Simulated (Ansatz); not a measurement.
**C₃H₉FOSi: one species, many methods**

The task here is to estimate one member of a computed series from the others.

Computed with Ansatz 0.2.0, Gaussian basis. Level: functionals in def2-TZVPP, the program's frozen cores in correlated methods.

Levels to be run: PBE-D4, r2SCAN-D4, PBE0-D4, B3LYP-D4, ωB97X-V, ωB97M-V, B2PLYP; CCSD(T)/def2-TZVPP; MP2/def2-QZVPP; extrapolation to the limit.

## The relaxed structure

The geometry comes from an earlier relaxation with PBE0-D4 in a triple-zeta def2 set; it is a stationary point, not always the lowest conformer.

SMILES `CCO[SiH](C)F`, 15 atoms, charge 0, spin multiplicity 1.

Atoms are counted from 1 here; the program's logs count them from 0.

Bond lengths: C1–C2 1.508 Å, C1–H7 1.092 Å, C1–H8 1.093 Å, C1–H9 1.092 Å, C2–O3 1.417 Å, C2–H10 1.098 Å, C2–H11 1.096 Å, O3–Si4 1.628 Å, Si4–C5 1.852 Å, Si4–F6 1.603 Å, Si4–H12 1.477 Å, C5–H13 1.093 Å, C5–H14 1.093 Å, C5–H15 1.093 Å. Angles: C2–C1–H7 110.6°, C2–C1–H8 110.3°, C2–C1–H9 110.5°, H7–C1–H8 108.5°, H7–C1–H9 108.3°, H8–C1–H9 108.5°, C1–C2–O3 109.3°, C1–C2–H10 110.2°, C1–C2–H11 110.3°, O3–C2–H10 109.9°, O3–C2–H11 109.6°, H10–C2–H11 107.5°, C2–O3–Si4 126.1°, O3–Si4–C5 113.2°, O3–Si4–F6 109.5°, O3–Si4–H12 105.7°, C5–Si4–F6 107.0°, C5–Si4–H12 113.7° and more.

Geometry (Å):

```xyz
15
C3H9FOSi
C     0.3060    2.2149   -1.1611
C     0.4070    1.1146   -0.1351
O     0.2957   -0.1406   -0.7836
Si    0.2692   -1.5970   -0.0571
C    -1.0198   -1.7272    1.2662
F     1.6865   -1.8741    0.6388
H    -0.6530    2.1682   -1.6807
H     0.3932    3.1918   -0.6796
H     1.1025    2.1205   -1.9015
H    -0.3886    1.2207    0.6135
H     1.3665    1.1720    0.3922
H     0.1041   -2.5836   -1.1445
H    -2.0150   -1.5334    0.8585
H    -0.8352   -1.0159    2.0751
H    -1.0191   -2.7308    1.6989
```

The first run:

Input file in.yaml:

```yaml
crystal:
  periodic: [false, false, false]
  atoms:
    - {symbol: C, position_ang: [0.306041, 2.214874, -1.161063]}
    - {symbol: C, position_ang: [0.406997, 1.114597, -0.135121]}
    - {symbol: O, position_ang: [0.295666, -0.140555, -0.783571]}
    - {symbol: Si, position_ang: [0.269177, -1.597007, -0.057081]}
    - {symbol: C, position_ang: [-1.019757, -1.727248, 1.266186]}
    - {symbol: F, position_ang: [1.686455, -1.874121, 0.638765]}
    - {symbol: H, position_ang: [-0.652967, 2.168223, -1.680713]}
    - {symbol: H, position_ang: [0.393232, 3.191773, -0.679620]}
    - {symbol: H, position_ang: [1.102534, 2.120548, -1.901467]}
    - {symbol: H, position_ang: [-0.388630, 1.220654, 0.613464]}
    - {symbol: H, position_ang: [1.366470, 1.171973, 0.392164]}
    - {symbol: H, position_ang: [0.104090, -2.583561, -1.144481]}
    - {symbol: H, position_ang: [-2.014972, -1.533425, 0.858508]}
    - {symbol: H, position_ang: [-0.835237, -1.015945, 2.075108]}
    - {symbol: H, position_ang: [-1.019119, -2.730780, 1.698903]}
basis:
  gaussian: {orbitals: def2-TZVPP}
hamiltonian: {xc: pbe, dispersion: d4}
output: {forces: true, orbitals: {seedname: orbitals}}
```

The run is started by

```
ansatz run in.yaml --threads 2 --pin off --events-out ev --progress --plain --max-ram 22528MiB --backend cuda --devices 0, --max-vram 18GiB
```

Among the steps run: PBE-D4 (GGA); r2SCAN-D4 (meta-GGA); PBE0-D4 (hybrid); B3LYP-D4 (hybrid); ωB97X-V (range-separated); ωB97M-V (range-separated); B2PLYP (double hybrid); CCSD(T) in def2-TZVPP; MP2 in def2-QZVPP.

One of the session's tables, all rows but one given; the rest of the session is left out.

It belongs to the step «Atomisation energies». 

```
            method  atomisation energy (eV)
            PBE-D4                   61.925
         r2SCAN-D4                   61.310
           PBE0-D4                   61.098
          B3LYP-D4                        ?
           ωB97X-V                   61.336
           ωB97M-V                   61.365
            B2PLYP                   60.627
     HF/def2-TZVPP                   46.089
    MP2/def2-TZVPP                   60.740
   CCSD/def2-TZVPP                   59.148
CCSD(T)/def2-TZVPP                   59.863
           MP2/CBS                   62.207
       CCSD(T)/CBS                   61.330
```

**Question.** Estimate the row for B3LYP-D4.

**Answer.** atomisation energy (eV): 61.136. In the column «atomisation energy (eV)» it lies between PBE0-D4 (61.098) and r2SCAN-D4 (61.310).
